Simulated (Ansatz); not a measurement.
# RbCu: the cost of one run

Program: Ansatz 0.2.0. Level of theory: DFT PBE, scalar-relativistic, plane waves, PAW. These are calculated values, not measurements.

## Step 1: Starting point

The structure is cubic, space group Fm-3m (No. 225). The conventional cell has a = 5.423 Å, b = 5.423 Å, c = 5.423 Å, α = 90.00°, β = 90.00°, γ = 90.00°. Around Rb (site symmetry m-3m) lie 6 Cu at 2.71 Å. Cu (site symmetry m-3m) has 6 Rb at 2.71 Å as nearest neighbours.

Coordinates:

```cif
data_structure
_symmetry_space_group_name_H-M 'Fm-3m'
_symmetry_Int_Tables_number 225
_cell_length_a 5.4233
_cell_length_b 5.4233
_cell_length_c 5.4233
_cell_angle_alpha 90.000
_cell_angle_beta 90.000
_cell_angle_gamma 90.000
_cell_volume 159.51
loop_
_atom_site_label
_atom_site_type_symbol
_atom_site_symmetry_multiplicity
_atom_site_Wyckoff_symbol
_atom_site_fract_x
_atom_site_fract_y
_atom_site_fract_z
_atom_site_occupancy
Rb1 Rb 4 b 0.50000 0.00000 0.00000 1
Cu1 Cu 4 a 0.00000 0.00000 0.00000 1
```

Recipe of the guess: random cell by space group and Wyckoff sites (Fm-3m, No. 225). Lengths come from tabulated atomic sizes and are only a guess.

## Step 2: A first look at the guess

Input file input.yaml:

```yaml
crystal:
  lattice:
    - [0.0, 2.71165399, 2.71165399]
    - [2.71165399, 0.0, 2.71165399]
    - [2.71165399, 2.71165399, 0.0]
  atoms:
    - { symbol: Rb, position: [0.5, 0.5, 0.5] }
    - { symbol: Cu, position: [0.0, 0.0, 0.0] }
basis:
  ecutwfc: 420
kpoints:
  mp_grid: { grid: [6, 6, 6] }
hamiltonian:
  xc: pbe
scf:
  occupations: { method: gaussian, width: 0.1 }
  lower_state_search: "off"
output:
  forces: true
  stress: true
  eigenvalues: true
```

Launch:

```bash
> ansatz run input.yaml --threads 1 --pin off --max-ram 2560MiB --backend cpu --events-out ev --progress --plain --runs-dir out
```

**Question.** How long does this run take on 1 thread of Arm Neoverse V1, shared host, and how much memory does it need?

About 1.1 s, with a peak of 0.28 GiB.
